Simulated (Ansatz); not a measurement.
What does this script print? It uses Ansatz 0.2.0, Python API.

`restart_bn.py`:
```python
"""A run of BN that can be started again."""

import ansatz
from ase import Atoms

SETTINGS = {
    "functional": "pbe",
    "kmesh": (9, 9, 9),
    "filling": "cold",
    "smearing_width": 0.05,
}


def main() -> None:
    atoms = Atoms(
        ["B", "N"],
        scaled_positions=[
            [0.0, 0.0, 0.0],
            [0.25, 0.25, 0.25],
        ],
        cell=[
            [0.0, 1.8075, 1.8075],
            [1.8075, 0.0, 1.8075],
            [1.8075, 1.8075, 0.0],
        ],
        pbc=True,
    )
    xtal = ansatz.Crystal.from_ase(atoms)

    model = xtal.calculation()
    model = model.functional(SETTINGS["functional"]).pseudopotentials("paw")
    model = model.basis(17 * ansatz.Ha)
    model = model.kpoints(*SETTINGS["kmesh"])
    model = model.occupations(SETTINGS["filling"], width=SETTINGS["smearing_width"]).forces()
    model = model.checkpoint(write="bn.run")
    with ansatz.exiting_at_sigterm():
        done = model.run(resume=True)
    print("returned:", type(done).__name__)
    print(f"F = {done.report['free_energy_ev']:.5f} eV, {done.report['n_iterations']} iterations")


if __name__ == "__main__":
    main()
```

Running `python restart_bn.py` prints:
```text
returned: RunOutcome
F = -542.28075 eV, 4 iterations
```

Running `python restart_bn.py` prints:
```text
returned: CompletedStep
F = -542.28075 eV, 4 iterations
```

What to keep in mind:
- Total energies depend on the potentials; only differences at equal settings carry meaning. A total without «per atom» is that of the cell as typed.
- The structure is a deposited one; some such entries were measured under pressure or heat, so a shift against it needn't be the functional's error alone.
- It ran for 1.2 s on 1 thread of Arm Neoverse V2, on a shared host, peak memory 0.32 GiB.

(Lines on the test bed's own set-up are left out of the output.)
